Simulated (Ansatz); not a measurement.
# Si24O49: the cost of one run

Method: density functional theory in Ansatz 0.2.0, PAW datasets, plane waves.

### 1 The system as built

73 atoms (24 Si, 49 O); a = 9.902 Å, b = 9.902 Å, c = 10.886 Å, α = 90.00°, β = 90.00°, γ = 120.00°. All atoms were shaken off their sites by about 0.02 Å along each axis. Defect site 1: (0.427, 0.294, 0.440).

Plan of the steps: (2) PBEsol relaxation at the single k point (¼, ¼, ¼), on 1 × NVIDIA H100 80GB HBM3 with 2 threads of AMD EPYC 7R13; (3) HSE06 single point at the single k point (¼, ¼, ¼), on 1 × NVIDIA H100 80GB HBM3 with 2 threads of AMD EPYC 7R13.

### 2 PBEsol relaxation in the fixed cell

The input, in.yaml:

```yaml
crystal:
  lattice:
    - [9.901639, 0.000000, 0.000000]
    - [-4.950819, 8.575071, 0.000000]
    - [0.000000, 0.000000, 10.885880]
  atoms:
    - { symbol: Si, position: [0.236473, 0.000531, 0.168315] }
    - { symbol: Si, position: [0.239178, 0.003031, 0.666706] }
    - { symbol: Si, position: [0.236415, 0.499286, 0.166830] }
    - { symbol: Si, position: [0.236915, 0.501972, 0.664048] }
    - { symbol: Si, position: [0.734196, 0.998164, 0.168148] }
    - { symbol: Si, position: [0.729093, 0.995043, 0.663411] }
    - { symbol: Si, position: [0.733860, 0.501168, 0.164961] }
    - { symbol: Si, position: [0.737214, 0.502184, 0.668415] }
    - { symbol: Si, position: [0.000954, 0.239702, 0.330499] }
    - { symbol: Si, position: [0.999463, 0.235564, 0.834060] }
    - { symbol: Si, position: [0.002098, 0.736054, 0.337282] }
    - { symbol: Si, position: [0.998504, 0.733316, 0.833901] }
    - { symbol: Si, position: [0.498936, 0.231040, 0.334749] }
    - { symbol: Si, position: [0.498577, 0.237177, 0.836851] }
    - { symbol: Si, position: [0.500321, 0.734731, 0.331161] }
    - { symbol: Si, position: [0.503502, 0.738135, 0.835639] }
    - { symbol: Si, position: [0.268130, 0.265047, 0.998586] }
    - { symbol: Si, position: [0.261986, 0.260124, 0.499251] }
    - { symbol: Si, position: [0.263540, 0.765543, 0.000971] }
    - { symbol: Si, position: [0.264696, 0.764988, 0.499340] }
    - { symbol: Si, position: [0.763310, 0.263581, 0.002069] }
    - { symbol: Si, position: [0.764190, 0.264071, 0.498292] }
    - { symbol: Si, position: [0.763262, 0.765926, 0.000476] }
    - { symbol: Si, position: [0.763670, 0.764253, 0.499057] }
    - { symbol: O, position: [0.205191, 0.132285, 0.109251] }
    - { symbol: O, position: [0.202549, 0.131364, 0.609321] }
    - { symbol: O, position: [0.206368, 0.634306, 0.103695] }
    - { symbol: O, position: [0.201763, 0.635211, 0.607587] }
    - { symbol: O, position: [0.705619, 0.129374, 0.108848] }
    - { symbol: O, position: [0.705460, 0.133606, 0.604499] }
    - { symbol: O, position: [0.706195, 0.635459, 0.108340] }
    - { symbol: O, position: [0.705923, 0.633075, 0.609618] }
    - { symbol: O, position: [0.367980, 0.072684, 0.272630] }
    - { symbol: O, position: [0.363835, 0.069484, 0.771456] }
    - { symbol: O, position: [0.366624, 0.576222, 0.276519] }
    - { symbol: O, position: [0.364100, 0.570125, 0.767734] }
    - { symbol: O, position: [0.866862, 0.072962, 0.277020] }
    - { symbol: O, position: [0.865589, 0.073912, 0.772650] }
    - { symbol: O, position: [0.867346, 0.575170, 0.274317] }
    - { symbol: O, position: [0.864024, 0.572167, 0.771875] }
    - { symbol: O, position: [0.345603, 0.234131, 0.439993] }
    - { symbol: O, position: [0.425902, 0.292257, 0.940900] }
    - { symbol: O, position: [0.424203, 0.793326, 0.442758] }
    - { symbol: O, position: [0.427008, 0.791240, 0.940670] }
    - { symbol: O, position: [0.927568, 0.294099, 0.442220] }
    - { symbol: O, position: [0.927522, 0.292661, 0.941308] }
    - { symbol: O, position: [0.927589, 0.798562, 0.440360] }
    - { symbol: O, position: [0.926865, 0.792606, 0.941620] }
    - { symbol: O, position: [0.135021, 0.207652, 0.393961] }
    - { symbol: O, position: [0.136567, 0.206727, 0.893887] }
    - { symbol: O, position: [0.131176, 0.705145, 0.392932] }
    - { symbol: O, position: [0.129285, 0.703135, 0.893468] }
    - { symbol: O, position: [0.633915, 0.207644, 0.391106] }
    - { symbol: O, position: [0.631760, 0.205453, 0.896236] }
    - { symbol: O, position: [0.632344, 0.702918, 0.394421] }
    - { symbol: O, position: [0.633583, 0.706656, 0.893122] }
    - { symbol: O, position: [0.072958, 0.364652, 0.226198] }
    - { symbol: O, position: [0.073418, 0.368888, 0.723355] }
    - { symbol: O, position: [0.072853, 0.868659, 0.227363] }
    - { symbol: O, position: [0.070519, 0.864993, 0.727954] }
    - { symbol: O, position: [0.574212, 0.372692, 0.228859] }
    - { symbol: O, position: [0.571708, 0.365329, 0.728199] }
    - { symbol: O, position: [0.570967, 0.870319, 0.227119] }
    - { symbol: O, position: [0.578705, 0.870525, 0.726348] }
    - { symbol: O, position: [0.292865, 0.427139, 0.060949] }
    - { symbol: O, position: [0.293363, 0.426770, 0.557484] }
    - { symbol: O, position: [0.291959, 0.924049, 0.060360] }
    - { symbol: O, position: [0.294356, 0.928580, 0.561582] }
    - { symbol: O, position: [0.796832, 0.428053, 0.056741] }
    - { symbol: O, position: [0.796872, 0.431205, 0.560333] }
    - { symbol: O, position: [0.796425, 0.928395, 0.059061] }
    - { symbol: O, position: [0.796083, 0.928433, 0.560158] }
    - { symbol: O, position: [0.506471, 0.350949, 0.441676] }
  symmetry: { detect: false }
kpoints:
  mp_grid: { grid: [1, 1, 1], shift: [0.25, 0.25, 0.25] }
hamiltonian:
  xc: pbesol
scf:
  occupations: { method: fermi_dirac, width: 0.01 }
relax:
  f_tol: 0.03
  max_steps: 80
  escape_saddle: false
  adjacent_minimum: "off"
output:
  forces: true
  eigenvalues: true
  populations: true
```

Run with:

```
$ ansatz run in.yaml --threads 2 --pin off --max-ram 30400MiB --runs-dir r --events-out ev --progress --plain --backend cuda --devices 0, --max-vram 18GiB
```

**Question.** How long does this run take on 1 × NVIDIA H100 80GB HBM3 with 2 threads of AMD EPYC 7R13, shared host, and how much memory does it need?

About 80 s, with a peak of 1.3 GiB on the host.
